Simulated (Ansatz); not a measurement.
**LiGdSe2 (P4/mmm): which electronic and magnetic state is lowest, part 1 of 2**

Which start takes LiGdSe2 (P4/mmm) lowest in energy?

Program: Ansatz 0.2.0. Level of theory: DFT PBEsol+U (U_eff = 5 eV on Gd 4f), scalar-relativistic, plane waves, PAW. These are calculated values, not measurements.

1 further run of the same task is left out (it didn't finish). Runs told in other sessions of the task aren't counted.

### 1 The structure to begin with

It takes space group P4/mmm (No. 123, tetragonal). Conventional cell: a = 4.126 Å, b = 4.126 Å, c = 5.607 Å, α = 90.00°, β = 90.00°, γ = 90.00°. Gd (site symmetry 4/mmm) is surrounded by 6 Se at 2.80 to 2.92 Å. Around Li (site symmetry 4/mmm) lie 6 Se at 2.80 to 2.92 Å. Around Se (site symmetry 4/mmm) lie 2 Li at 2.80 Å and 4 Gd at 2.92 Å. Around Se (site symmetry 4/mmm) lie 2 Gd at 2.80 Å and 4 Li at 2.92 Å.

As a file:

```cif
data_structure
_symmetry_space_group_name_H-M 'P4/mmm'
_symmetry_Int_Tables_number 123
_cell_length_a 4.1261
_cell_length_b 4.1261
_cell_length_c 5.6066
_cell_angle_alpha 90.000
_cell_angle_beta 90.000
_cell_angle_gamma 90.000
_cell_volume 95.45
loop_
_atom_site_label
_atom_site_type_symbol
_atom_site_symmetry_multiplicity
_atom_site_Wyckoff_symbol
_atom_site_fract_x
_atom_site_fract_y
_atom_site_fract_z
_atom_site_occupancy
Gd1 Gd 1 d 0.50000 0.50000 0.50000 1
Li1 Li 1 a 0.00000 0.00000 0.00000 1
Se1 Se 1 b 0.00000 0.00000 0.50000 1
Se2 Se 1 c 0.50000 0.50000 0.00000 1
```

The cell is the database one, not relaxed. An earlier run on this cell at PBEsol+U (U_eff = 5 eV on Gd 4f) gave -2.11 GPa at 23.862 Å³/atom (8×8×6 mesh), a metal on this mesh, spin moments in the atoms' spheres Gd 6.99 μB.

### 2 No spin polarisation

Input file input.yaml:

```yaml
crystal:
  lattice:
    - [4.1260625531, 0.0, 0.0]
    - [0.0, 4.1260625531, 0.0]
    - [0.0, 0.0, 5.6065613928]
  atoms:
    - { symbol: Gd, position: [0.5, 0.5, 0.5] }
    - { symbol: Li, position: [0.0, 0.0, 0.0] }
    - { symbol: Se, position: [0.0, 0.0, 0.5] }
    - { symbol: Se, position: [0.5, 0.5, 0.0] }
basis:
  ecutwfc: 420
  ecutrho_ratio: 4
kpoints:
  mp_grid: { grid: [8, 8, 6] }
hamiltonian:
  xc: pbesol
  hubbard: { sites: [{ species: Gd, l: f, u_eff: 5.0 }] }
scf:
  occupations: { method: gaussian, width: 0.05 }
output:
  forces: true
  stress: true
  eigenvalues: true
  populations: true
  hubbard: { sites: [{ species: Gd, l: f }] }
```

On the command line:

```console
ansatz run input.yaml --threads 4 --pin off --max-ram 9216MiB --backend cpu --events-out ev --progress --plain --runs-dir out
```

The log of the run, cut to the lines that bear on the results:

```text
Warning: RAYON_NUM_THREADS=4 ignored (pool sized by the plan → 4); use --threads N
Gd: projections on atomic orbitals take those of the free atom [Kr 4d10] 4f7 5s2 5p6 5d1 6s2, of charge +0.00 (hamiltonian.pseudopotentials.projection_atoms); the dataset's partial waves leave at most 2.5e-4 of an orbital's norm unspanned inside its sphere
Li: projections on atomic orbitals take those of the free atom 1s2 2s1, of charge +0.00 (hamiltonian.pseudopotentials.projection_atoms); the dataset's partial waves leave at most 8.9e-11 of an orbital's norm unspanned inside its sphere
Se: projections on atomic orbitals take those of the free atom [Ar] 3d10 4s2 4p4, of charge +0.00 (hamiltonian.pseudopotentials.projection_atoms); the dataset's partial waves leave at most 2.3e-6 of an orbital's norm unspanned inside its sphere
band count auto-derived: 33, from the close of a first SCF at 32 (N_el = 53.0; filled up to band 27; 32 by the electrons, moments and atoms)
[...]
Pseudopotentials: kind: paw
Pseudopotential: Gd, paw, valence charge 18, recommended cutoff 420 eV (normal), Gd.paw.azcp
Pseudopotential: Li, paw, valence charge 3, recommended cutoff 420 eV (normal), Li.paw.azcp
Pseudopotential: Se, paw, valence charge 16, recommended cutoff 420 eV (normal), Se.paw.azcp
Functional definition: PBEsol
[...]
Crystal: 4 atoms, lattice volume = 95.448 Å³
[...]
SCF iter   3: F=-20276.263111 eV  HF=-20276.263111 eV  |F-HF|=3.09e-9  |Δ(HF+E_count)|=   2.82e-8  Δρ=2.51e-6  dr2=6.66e-9  ethr=5.24e-11  ⟨swp⟩=2.8  Hψ=6651  notcnv=0
[...]
SCF converged after 34 iterations (31 of them on 32 bands)
Free energy (F): -20276.263111 eV
[...]
E sigma→0 (E₀):  -20276.258710 eV
Entropy (-TS):   -0.008802 eV (-2.200 meV/atom)
Fermi energy:    7.457652 eV
[...]
--- Forces (eV/Å), atoms counted from 1 ---
  atom   1  Gd     0.00000000    -0.00000000     0.00000000
  atom   2  Li    -0.00000000     0.00000000     0.00000000
  atom   3  Se     0.00000000     0.00000000     0.00000000
  atom   4  Se     0.00000000     0.00000000     0.00000000
[...]
--- Stress (GPa, compression-positive) ---
       -1.271072       0.000000       0.000000
        0.000000      -1.271072       0.000000
        0.000000       0.000000      -0.596149
  P = ⅓ Tr σ = -1.0461 GPa (-10.461 kbar)
--- Band table (eV; the first three rows and the last of 60) ---
[...]
Occupation matrices written to <dir>
--- Löwdin populations: 4 sites ---
  site symbol       q [e]
     0     Gd     17.5904
     1     Li      2.3455
     2     Se     16.4331
     3     Se     16.5067
  spilling = 0.002346 (of n_electrons = 53.000000)
--- Occupation matrices: 1 shell (run DFT+U table (all-electron-ortho-atomic); ε = 1.31e-3) ---
  Gd0 f_4F: site group D4h (4/mmm)
  Gd0 f_4F -      Tr n = 3.7611  λ = 0.000 0.009 0.009 0.754 0.995 0.995 0.997  [z(x2-y2) 1.00 (A2u 1.00) B2u(1.00) | 2× xz2 0.28 (T1u 0.97) Eu(1.00) | z3 1.00 (T1u 1.00) A2u(1.00) | 2× x(x2-3y2) 0.28 (T2u 0.97) Eu(1.00) | xyz 1.00 (T2u 1.00) B1u(1.00)]
  Tr n, λ and their labels are of the run-group-symmetrised matrices; stabiliser: 32 of 32 elements of G0×{1,Θ} (closed), max defect 2.6e-15 at τ = 2.8e-4
```

Wall time 15 s (4 threads of Arm Neoverse V2, shared host); peak memory 0.65 GiB.

This gives: volume 23.862 Å³/atom, pressure -1.05 GPa, no gap.

### 3 Seeding on a coarse mesh: small parallel starting moments

input.yaml, as its differences from that of step 2:

```diff
@@ -6,3 +6,3 @@
   atoms:
-    - { symbol: Gd, position: [0.5, 0.5, 0.5] }
+    - { symbol: Gd, position: [0.5, 0.5, 0.5], spin: 0.5 }
     - { symbol: Li, position: [0.0, 0.0, 0.0] }
@@ -14,3 +14,3 @@
 kpoints:
-  mp_grid: { grid: [8, 8, 6] }
+  mp_grid: { grid: [4, 4, 3] }
 hamiltonian:
@@ -26 +26,3 @@
   hubbard: { sites: [{ species: Gd, l: f }] }
+magnetization:
+  spin_polarized: true
```

On the command line:

```console
ansatz run input.yaml --threads 4 --pin off --max-ram 9216MiB --backend cpu --events-out ev --progress --plain --runs-dir out
```

The log of the run:

```text
Warning: where an SCF of this run starts from atoms to list the orders of its open shells, Gd (site 0, from 0) starts with 6.64 μB on its 4f shell, in the place of the 0.50 μB that the deck gives it: an open f shell starts with all that it can hold by Hund's first rule. To start from spheres of the given moment, type scf.initial_density.shell_occupations: []
Warning: RAYON_NUM_THREADS=4 ignored (pool sized by the plan → 4); use --threads N
Gd: projections on atomic orbitals take those of the free atom [Kr 4d10] 4f7 5s2 5p6 5d1 6s2, of charge +0.00 (hamiltonian.pseudopotentials.projection_atoms); the dataset's partial waves leave at most 2.5e-4 of an orbital's norm unspanned inside its sphere
Li: projections on atomic orbitals take those of the free atom 1s2 2s1, of charge +0.00 (hamiltonian.pseudopotentials.projection_atoms); the dataset's partial waves leave at most 8.9e-11 of an orbital's norm unspanned inside its sphere
Se: projections on atomic orbitals take those of the free atom [Ar] 3d10 4s2 4p4, of charge +0.00 (hamiltonian.pseudopotentials.projection_atoms); the dataset's partial waves leave at most 2.3e-6 of an orbital's norm unspanned inside its sphere
Engine: ansatz 0.2.0, aarch64-unknown-linux-gnu
[... 5 set-up lines as earlier in the session ...]
  exchange = pbesol_x
  correlation = pbesol_c
Crystal: 4 atoms, lattice volume = 95.448 Å³
Basis set: ecut = 420 eV, 1851 PW (Γ), exchange–correlation on 60×60×80 points (8 copies of the dense FFT grid, shifted against one another)
Bands: 33, of which v1, the nominal top of the filled ones, is band 27 counted from 1 (26 counted from 0)
Symmetry: 16 space group operations
Space group: P4/mmm (ITA 123), of the structure as read, at distance tolerance 4.6e-5 Å
Magnetic group: BNS 123.339 (UNI 999), of the structure as read, at distance tolerance 4.6e-5 Å
k-points: 12 of 48
Non-local potential: Gd, projectors of the file, l = 0: 3, l = 1: 2, l = 2: 2, l = 3: 3
Non-local potential: Li, projectors of the file, l = 0: 3, l = 1: 2, l = 2: 1
Non-local potential: Se, projectors of the file, l = 0: 2, l = 1: 2, l = 2: 3, l = 3: 1
PAW form: soft (Blöchl's): semilocal exchange-correlation on the pseudo side does not see the compensation charge
PAW frozen core: Gd, regenerated for the run's functional, and the local potential with it (the file was generated under x = pbe(κ = 0.804, μ = 0.2195149727645171), c = pbe(β = 0.06672455060314922))
PAW frozen core: Se, regenerated for the run's functional, and the local potential with it (the file was generated under x = pbe(κ = 0.804, μ = 0.2195149727645171), c = pbe(β = 0.06672455060314922))
PAW one-centre angular grid: Gd, 590 points (default); XC on 64 Gauss nodes
PAW one-centre angular grid: Li, 110 points (default); XC on 64 Gauss nodes
PAW one-centre angular grid: Se, 590 points (default); XC on 64 Gauss nodes
Initial density: superposition of atomic densities (chi_scale 0.1, normalization cell, long waves kept (reshape's long-wave potential 0.01 eV rms))
Starting moments: Σ|m| = 0.5 μB on 1 of 4 sites
Initial wavefunctions: pseudopotential atomic-orbital guess
Functional: x = pbesol(κ = 0.804, μ = 0.12345679012345678), c = pbesol(β = 0.046)
SCF iter   1: F=—  HF=-20280.484097 eV  |F-HF|=—  |Δ(HF+E_count)|=         —  Δρ=4.24e-2 (↑4.24e-2 ↓3.60e-2)  dr2=1.21e1  dr2_m=2.08e-2  M=6.719 μB ∫|m|=6.743 μB  β_m=0.30  ethr=3.10e-3  ⟨swp⟩=5.8  Hψ=2888  notcnv=0  defer=1
Mixer restart at iter 1: flushing history
preconditioner: auto → Kerker (q_TF=auto, 2.473 Å⁻¹)  [metal: Δε(μ)=0.045 eV  Ē_g=5.729 eV  σ=0.050 eV  W_gap=0.46  n_scr=28 (ndim 8)  ℏωp=18.2 eV  f_vac=0.000  D(μ)=4.76/eV (n_scr^D=36)]
spin=Collinear: Kerker preconditioning applied to the charge; magnetization (m = ρ↑ − ρ↓) channel mixes plain (no charge-response kernel on spin).
SCF iter   2: F=—  HF=-20282.296389 eV  |F-HF|=—  |Δ(HF+E_count)|=    1.81e0  Δρ=2.34e-2 (↑2.34e-2 ↓1.73e-2)  dr2=3.14e0  dr2_m=4.05e-2  M=6.953 μB ∫|m|=6.963 μB  β_m=0.50  ethr=3.10e-3  ⟨swp⟩=3.5  Hψ=1774  notcnv=0  defer=11
SCF iter   3: F=—  HF=-20284.732445 eV  |F-HF|=—  |Δ(HF+E_count)|=    2.44e0  Δρ=1.16e-2 (↑1.16e-2 ↓9.53e-3)  dr2=2.79e-1  dr2_m=5.81e-2  M=7.000 μB ∫|m|=7.019 μB  β_m=0.54  ethr=3.10e-3  ⟨swp⟩=3.0  Hψ=1401  notcnv=0  defer=16
SCF iter   4: F=—  HF=-20285.186006 eV  |F-HF|=—  |Δ(HF+E_count)|=   4.54e-1  Δρ=1.26e-2 (↑3.31e-3 ↓1.26e-2)  dr2=1.13e-1  dr2_m=4.20e-2  M=7.000 μB ∫|m|=7.046 μB  β_m=0.77  ethr=5.26e-4  ⟨swp⟩=3.4  Hψ=1527  notcnv=0  defer=26
SCF iter   5: F=—  HF=-20285.627231 eV  |F-HF|=—  |Δ(HF+E_count)|=   4.41e-1  Δρ=2.06e-3 (↑1.93e-3 ↓2.06e-3)  dr2=1.65e-2  dr2_m=1.42e-3  M=7.000 μB ∫|m|=7.186 μB  β_m=0.68  ethr=2.14e-4  ⟨swp⟩=3.3  Hψ=1770  notcnv=0  defer=26
SCF iter   6: F=—  HF=-20285.613641 eV  |F-HF|=—  |Δ(HF+E_count)|=   1.36e-2  Δρ=1.46e-3 (↑1.26e-3 ↓1.46e-3)  dr2=2.94e-3  dr2_m=7.73e-4  M=7.001 μB ∫|m|=7.239 μB  β_m=0.78  ethr=3.12e-5  ⟨swp⟩=2.3  Hψ=1718  notcnv=0  defer=26
SCF iter   7: F=—  HF=-20285.623705 eV  |F-HF|=—  |Δ(HF+E_count)|=   1.01e-2  Δρ=6.18e-4 (↑3.66e-4 ↓6.18e-4)  dr2=6.92e-4  dr2_m=1.23e-4  M=7.001 μB ∫|m|=7.235 μB  β_m=0.83  ethr=5.55e-6  ⟨swp⟩=2.1  Hψ=1333  notcnv=0  defer=26
SCF iter   8: F=—  HF=-20285.623941 eV  |F-HF|=—  |Δ(HF+E_count)|=   2.36e-4  Δρ=2.34e-4 (↑2.34e-4 ↓1.89e-4)  dr2=2.09e-4  dr2_m=2.28e-5  M=7.001 μB ∫|m|=7.253 μB  β_m=0.91  ethr=1.30e-6  ⟨swp⟩=2.2  Hψ=1382  notcnv=0  defer=24
SCF iter   9: F=—  HF=-20285.623986 eV  |F-HF|=—  |Δ(HF+E_count)|=   4.45e-5  Δρ=1.09e-4 (↑6.96e-5 ↓1.09e-4)  dr2=5.79e-5  dr2_m=1.07e-6  M=7.000 μB ∫|m|=7.259 μB  β_m=0.82  ethr=3.95e-7  ⟨swp⟩=2.5  Hψ=1383  notcnv=0  defer=24
SCF iter  10: F=—  HF=-20285.623971 eV  |F-HF|=—  |Δ(HF+E_count)|=   1.49e-5  Δρ=7.29e-5 (↑3.07e-5 ↓7.29e-5)  dr2=1.82e-5  dr2_m=1.21e-6  M=7.000 μB ∫|m|=7.259 μB  β_m=0.85  ethr=1.09e-7  ⟨swp⟩=2.0  Hψ=1397  notcnv=0  defer=24
SCF iter  11: F=—  HF=-20285.623979 eV  |F-HF|=—  |Δ(HF+E_count)|=   7.98e-6  Δρ=2.65e-5 (↑2.65e-5 ↓1.83e-5)  dr2=1.86e-6  dr2_m=2.05e-7  M=7.000 μB ∫|m|=7.256 μB  β_m=0.93  ethr=3.43e-8  ⟨swp⟩=2.5  Hψ=1301  notcnv=0  defer=24
SCF iter  12: F=—  HF=-20285.623979 eV  |F-HF|=—  |Δ(HF+E_count)|=   1.80e-7  Δρ=1.17e-5 (↑4.92e-6 ↓1.17e-5)  dr2=3.58e-7  dr2_m=2.44e-8  M=7.000 μB ∫|m|=7.255 μB  β_m=0.94  ethr=3.50e-9  ⟨swp⟩=2.0  Hψ=1429  notcnv=0  defer=24
SCF iter  13: F=—  HF=-20285.623979 eV  |F-HF|=—  |Δ(HF+E_count)|=   1.06e-7  Δρ=2.21e-6 (↑1.94e-6 ↓2.21e-6)  dr2=4.49e-8  dr2_m=2.57e-10  M=7.000 μB ∫|m|=7.255 μB  β_m=0.97  ethr=6.75e-10  ⟨swp⟩=2.0  Hψ=1427  notcnv=0  defer=24
SCF iter  14: F=-20285.623979 eV  HF=-20285.623979 eV  |F-HF|=3.33e-9  |Δ(HF+E_count)|=   6.18e-9  Δρ=1.15e-6 (↑1.15e-6 ↓6.82e-7)  dr2=6.41e-9  dr2_m=3.10e-10  M=7.000 μB ∫|m|=7.255 μB  ethr=8.47e-11  ⟨swp⟩=5.5  Hψ=2887  notcnv=0
SCF 1 converged in 14 iterations: F = -20285.623979 eV  dr2 = 6.41e-9
SCF converged after 14 iterations
Magnetization: 7.0004 μB (30.0002 up, 22.9998 down)
Absolute magnetization: 7.2489 μB (∫|ρ↑−ρ↓|, with the PAW one-centre terms)
Spin contamination: 0.0570 ħ² per cell (⟨S²⟩ above its minimum at these occupations)
Per-site moments (μB) at R_I (Å): [(6.992078887477134, 1.156353287265), (-0.0024949838825039845, 1.156353287265), (-0.042145433229259344, 1.156353287265), (-0.05955355190741033, 1.156353287265)]
Free energy (F): -20285.623979 eV
Harris-Foulkes:  -20285.623979 eV  (|F-HF|=3.33e-9)
Internal energy: -20285.622126 eV  (E = F + TS)
E sigma→0 (E₀):  -20285.623053 eV
Entropy (-TS):   -0.001853 eV (-0.463 meV/atom)
Fermi energy:    7.991838 eV
--- Per-component energies (eV) ---
  E_band       = -933.377704
  E_kinetic    = 663.876330
  E_local      = -7556.375872  (includes V_loc(G=0)·N_el)
  E_nonlocal   = -930.712810
  E_hartree    = 3525.198437
  E_xc         = -450.781572
  E_vxc        = -464.766837  (∫ρ·V_xc dr)
  E_hubbard    = 0.125660  (on-site DFT+U / exact-exchange correction)
  E_vhub       = -17.362286  (the Hubbard potential's part of the band-sum identity)
  E_paw        = -10100.044735  (= ΣΔE_a)
  E_vpaw       = 321.568808  (= ΣTr[D̂ρ^β])
  E_aug_tail   = -0.001173  (compensation charges beyond the density's cutoff)
  E_ewald      = -5439.584464
  E_core_change = 2.678072  (= ΣΔE_core)
  E_smearing   = -0.001853  (= −TS)
  E_closure    = 0.000000  (closes the sum)
  Σ components = -20285.623979   (vs F -20285.623979, Δ=0.00e0)
--- Forces (eV/Å), atoms counted from 1 ---
  atom   1  Gd     0.00000000     0.00000000     0.00000000
  atom   2  Li    -0.00000000     0.00000000     0.00000000
  atom   3  Se     0.00000000     0.00000000     0.00000000
  atom   4  Se     0.00000000     0.00000000     0.00000000
  max |Σ_I F_I| component: 1.99e-29 eV/Å
--- Stress (GPa, compression-positive) ---
       -2.386891       0.000000       0.000000
        0.000000      -2.386891       0.000000
        0.000000       0.000000      -1.291259
  P = ⅓ Tr σ = -2.0217 GPa (-20.217 kbar)
--- Band table (eV; the first three rows and the last of 24) ---
  k-point 0 ↑: bands = ["-38.9134", "-38.9049", "-38.8753", "-38.8753", "-38.8714", "-37.9819", "-37.9805", "-37.9785", "-37.9723", "-37.9723", "-37.1624", "-36.8121", "-14.5335", "-14.5335", "-14.4784", "-4.6669", "-3.4236", "0.6006", "0.6006", "0.6620", "0.6716", "0.6833", "0.6986", "0.6986", "4.9671", "6.4551", "6.4551", "7.9268", "7.9583", "7.9772", "7.9772", "10.2522", "10.4203"]
  k-point 1 ↑: bands = ["-38.9134", "-38.9049", "-38.8753", "-38.8753", "-38.8714", "-37.9805", "-37.9801", "-37.9785", "-37.9723", "-37.9723", "-37.1645", "-36.8122", "-14.5331", "-14.5331", "-14.4926", "-4.6038", "-3.2877", "0.6006", "0.6006", "0.6615", "0.6831", "0.7020", "0.7020", "0.7054", "4.8924", "6.1982", "6.5959", "6.5959", "7.3230", "7.3230", "7.9771", "10.2642", "10.8152"]
  k-point 2 ↑: bands = ["-38.9135", "-38.9048", "-38.8753", "-38.8753", "-38.8711", "-37.9819", "-37.9806", "-37.9785", "-37.9723", "-37.9723", "-37.1609", "-36.8121", "-14.6062", "-14.5230", "-14.4732", "-4.3727", "-3.3849", "0.6164", "0.6254", "0.6657", "0.6786", "0.6800", "0.6960", "0.6997", "4.8054", "5.1127", "5.6463", "6.6998", "7.4348", "7.8806", "9.3839", "10.5902", "10.7809"]
  k-point 11 ↓: bands = ["-38.9239", "-38.9140", "-38.8822", "-38.8822", "-38.8767", "-37.9913", "-37.9889", "-37.9888", "-37.9821", "-37.9821", "-36.8129", "-34.0782", "-12.4191", "-12.4191", "-12.2578", "-4.3111", "-2.9351", "5.2151", "5.2151", "5.8391", "5.9638", "5.9638", "6.0805", "10.6818", "10.6818", "10.8170", "10.8170", "10.8971", "10.9360", "10.9792", "11.2387", "11.2387", "12.3315"]
Occupation matrices written to <dir>
--- Löwdin populations: 4 sites ---
  site symbol       q [e]    m [muB]
     0     Gd     17.4395     7.1341
     1     Li      2.3409    -0.0011
     2     Se     16.4601    -0.0562
     3     Se     16.6410    -0.0811
  spilling = 0.002237 (of n_electrons = 53.000000)
--- Occupation matrices: 1 shell (run DFT+U table (all-electron-ortho-atomic); ε = 4.65e-5) ---
  Gd0 f_4F: site group D4h (4/mmm)
  Gd0 f_4F up     Tr n = 6.9973  λ = 0.999 0.999 1.000 1.000 1.000 1.000 1.000  [2× x(x2-3y2) 0.42 (T1u 0.94) Eu(1.00) | z3 1.00 (T1u 1.00) A2u(1.00) | 2× xz2 0.42 (T2u 0.94) Eu(1.00) | 2× z(x2-y2) 0.50 (A2u 0.50) B1u(0.50)]
  Gd0 f_4F dn     Tr n = 0.0481  λ = 0.000 0.003 0.004 0.004 0.011 0.011 0.016  [z(x2-y2) 1.00 (A2u 1.00) B2u(1.00) | xyz 1.00 (T2u 1.00) B1u(1.00) | 2× x(x2-3y2) 0.37 (T2u 0.86) Eu(1.00) | 2× xz2 0.37 (T1u 0.86) Eu(1.00) | z3 1.00 (T1u 1.00) A2u(1.00)]
  Tr n, λ and their labels are of the run-group-symmetrised matrices; stabiliser: 16 of 32 elements of G0×{1,Θ} (closed), max defect 2.7e-15 at τ = 9.9e-6
```

Run time: 3.5 s. Hardware: 4 threads of Arm Neoverse V2, shared host; peak memory 0.51 GiB.

This gives: volume 23.862 Å³/atom, pressure -2.02 GPa, metallic, spin moments in the atoms' spheres Gd 6.99; Se -0.06 μB.

The typed moments are small, but the first cycle already holds 6.7 μB per cell: the program filled the open shells as in the free atom, so this is no test of a weak start.

(Continued in part 2 of 2.)
